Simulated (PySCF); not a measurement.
**C6H11N: geometry, NMR shifts, spin-spin couplings and electronic excitations**

Wanted: the NMR shifts, spin-spin couplings and electronic excitations of C6H11N (`C1C[C@H]2CNC[C@@H]12`), by calculation.

The runs use PySCF 2.14.0, with density-fitted response routines of our own; the level of theory stands in each step. All values are computed, except where a source is named. Atoms are numbered from 0 throughout.

## (1) The molecule as given

18 atoms, charge 0, multiplicity 1; geometry from: GFN2-xTB.

Bonds of the start (Å): C0–C1 1.54, C1–C2 1.54, C2–C3 1.53, C3–N4 1.45, N4–C5 1.45, C5–C6 1.53, C6–C0 1.54, C6–C2 1.55, C0–H7 1.09, C0–H8 1.09, C1–H9 1.09, C1–H10 1.09, C2–H11 1.09, C3–H12 1.09, C3–H13 1.10, N4–H14 1.01, C5–H15 1.09, C5–H16 1.10, C6–H17 1.09.

## (2) Optimising the geometry at PBE0-D3(BJ)/def2-SVP

The job: settings as JSON, then the geometry in Å.

```
{"job": {"xc": "PBE0", "basis": "def2-SVP", "d3": "d3bj", "grid": 1, "kind": "geom"}, "charge": 0, "multiplicity": 1}
C     -1.466334    -0.787600     0.232973
C     -1.343591     0.643725     0.775529
C     -0.280365     0.961279    -0.288641
C      1.146638     1.058630     0.241686
N      1.489806    -0.325042     0.524393
C      0.963908    -1.108676    -0.580847
C     -0.402737    -0.479815    -0.833727
H     -2.445817    -1.030947    -0.173363
H     -1.167681    -1.560922     0.935945
H     -2.251576     1.236973     0.689307
H     -0.971486     0.704724     1.794931
H     -0.529062     1.776398    -0.965954
H      1.216775     1.652814     1.155350
H      1.798057     1.515566    -0.523956
H      2.486175    -0.458864     0.656178
H      0.898266    -2.160174    -0.293312
H      1.581149    -1.032483    -1.493408
H     -0.730884    -0.599267    -1.864742
```

**Question.** This job is followed by: GIAO PBE0/pcSseg-1 NMR shielding, non-relativistic, gas phase; B3LYP/pcJ-1 indirect spin-spin coupling, non-relativistic, gas phase; TDDFT wB97X-D/def2-SVPD, vertical, gas phase, core orbitals frozen in the response; GIAO KT3/pcSseg-1 NMR shielding, non-relativistic, gas phase. What will the session give for the following? point group; rotational constants (main isotopes); 13C shifts against TMS (PBE0/pcSseg-1, means over atoms taken as alike); 1H shifts against TMS (PBE0/pcSseg-1, means over atoms taken as alike); 15N shifts against NH3 (PBE0/pcSseg-1); largest coupling of the table (B3LYP/pcJ-1); lowest singlet (wB97X-D/def2-SVPD); brightest single state of those computed; lowest triplet; vertical ionisation energy (ΔSCF); range of the shift of N4.

**Answer**, as computed:

```
                                                               quantity                                   value
                                                            point group                                      Cs
                                   rotational constants (main isotopes)                    4.37, 2.97, 2.30 GHz
13C shifts against TMS (PBE0/pcSseg-1, means over atoms taken as alike)                    55.4, 37.9, 25.5 ppm
 1H shifts against TMS (PBE0/pcSseg-1, means over atoms taken as alike)  2.80, 2.52, 2.38, 2.02, 1.62, 0.35 ppm
                                 15N shifts against NH3 (PBE0/pcSseg-1)                                54.2 ppm
                            largest coupling of the table (B3LYP/pcJ-1)                1J(C,H) C3–H12, 146.3 Hz
                                     lowest singlet (wB97X-D/def2-SVPD)             6.34 eV (195 nm), f = 0.008
                               brightest single state of those computed             state 2, 7.42 eV, f = 0.075
                                                         lowest triplet                                 6.17 eV
                                      vertical ionisation energy (ΔSCF)                                 8.61 eV
                                               range of the shift of N4                        54.2 to 60.8 ppm
```

In words: Over 3 steps the energy fell by 0.039 eV; of the close pairs, C2–C6 changed most, 1.546 to 1.563 Å. At PBE0/pcSseg-1: The widest tensor belongs to N4: span 108 ppm, with a paramagnetic part of -107 ppm. In the run at B3LYP/pcJ-1, the largest coupling of the table is C3–H12 (mean over like pairs), 146.3 Hz, of which the Fermi-contact term gives 145.0 Hz. Couplings across rotatable bonds belong to this one conformer; where others are populated, the observed values are averages. The first singlet state (HOMO→LUMO 0.72, HOMO→LUMO+2 0.16) lies at 6.34 eV and is weak; of the 10 states computed, the strongest absorption comes from state 2 at 7.42 eV. The lowest triplet lies 0.17 eV below the lowest singlet (triplets in Tamm-Dancoff, singlets in full TDDFT). At wB97X-D/def2-SVPD, the highest states lie near or above the ionisation energy, where they hang on the basis. The orbital energy would give 8.31 eV for ionisation, ΔSCF gives 8.61 eV. In ppm, N4 moves most: its shift spreads over 6.7 ppm, from 54.2 (PBE0/pcSseg-1) to 60.8 (KT3/pcSseg-1).
